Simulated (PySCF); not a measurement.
# The bond of AlIn, level by level

An exercise on one series of results from a longer session: the logs are not shown, and one member is left open.

Method: Al x2c-SVPall, In x2c-SVPall, spin-free X2C with a Gaussian nucleus; program: PySCF 2.14.0.

The first run:

Settings of the job:

```json
{"atoms": "Al, In", "charge": "0", "basis": "Al x2c-SVPall, In x2c-SVPall", "Hamiltonian": "spin-free X2C with a Gaussian nucleus", "basis functions": "54", "electrons treated": "62", "masses in u": "26.9815, 114.9039", "levels": "PBE0, PBE, r²SCAN, M06-2X, r²SCAN0, B2PLYP, ωB97X, HF, MP2, SCS-MP2, CCSD, CCSD(T)", "grid": "80 radial by 434 angular points", "occupations": "held fixed by the projection of orbital angular momentum", "dissociation limit": "Al + In, each in its ground configuration", "starting distance in angstrom": "2.585", "values of 2S to try": "0, 2"}
```

Launch:

```
$ OMP_NUM_THREADS=1 python dia.py task.json out
```

Among the steps run: Set-up; PBE0 along the bond; Other states along the same grid; PBE (GGA); r²SCAN (meta-GGA); M06-2X; r²SCAN0 (hybrid meta-GGA); B2PLYP; ωB97X; UHF (mean field); Correlated methods on the Hartree–Fock reference.

One table of the session follows, with a row left open; its other results are not shown here.

It belongs to the step «The curves together». Energy (eV) from each level's lowest point:

```
R (Å)    UHF  UHF-MP2  UHF-SCS-MP2  UHF-CCSD  UHF-CCSD(T)
2.473  0.506    0.410        0.417       n/a          n/a
2.587  0.239    0.172        0.176     0.192        0.189
2.703      ?        ?            ?         ?            ?
2.789  0.025    0.006        0.007     0.012        0.012
2.875  0.000    0.000        0.000     0.000        0.000
2.961  0.002    0.020        0.020     0.013        0.013
3.076  0.037    0.077        0.077     0.059        0.059
3.220  0.112    0.191        0.186     0.149        0.146
3.393  0.217    0.385        0.357     0.286        0.279
3.623  0.334    0.603        0.543       n/a          n/a
```

Estimate the missing values for R (Å) = 2.703.

Worked estimate for «UHF». A straight line through the neighbours (2.587, 0.239) and (2.789, 0.025) gives 0.239 + (0.025 − 0.239) × (2.703 − 2.587) / (2.789 − 2.587) = 0.116; a parabola fitted to 4 rows on both sides gives 0.079.

As computed: UHF: 0.085; UHF-MP2: 0.046; UHF-SCS-MP2: 0.048; UHF-CCSD: 0.059; UHF-CCSD(T): 0.058. In «UHF» the line misses by +0.031 and the parabola by -0.006.

State 2 has its PBE0 minimum 0.12 eV higher. The other levels ran on the lowest alone.
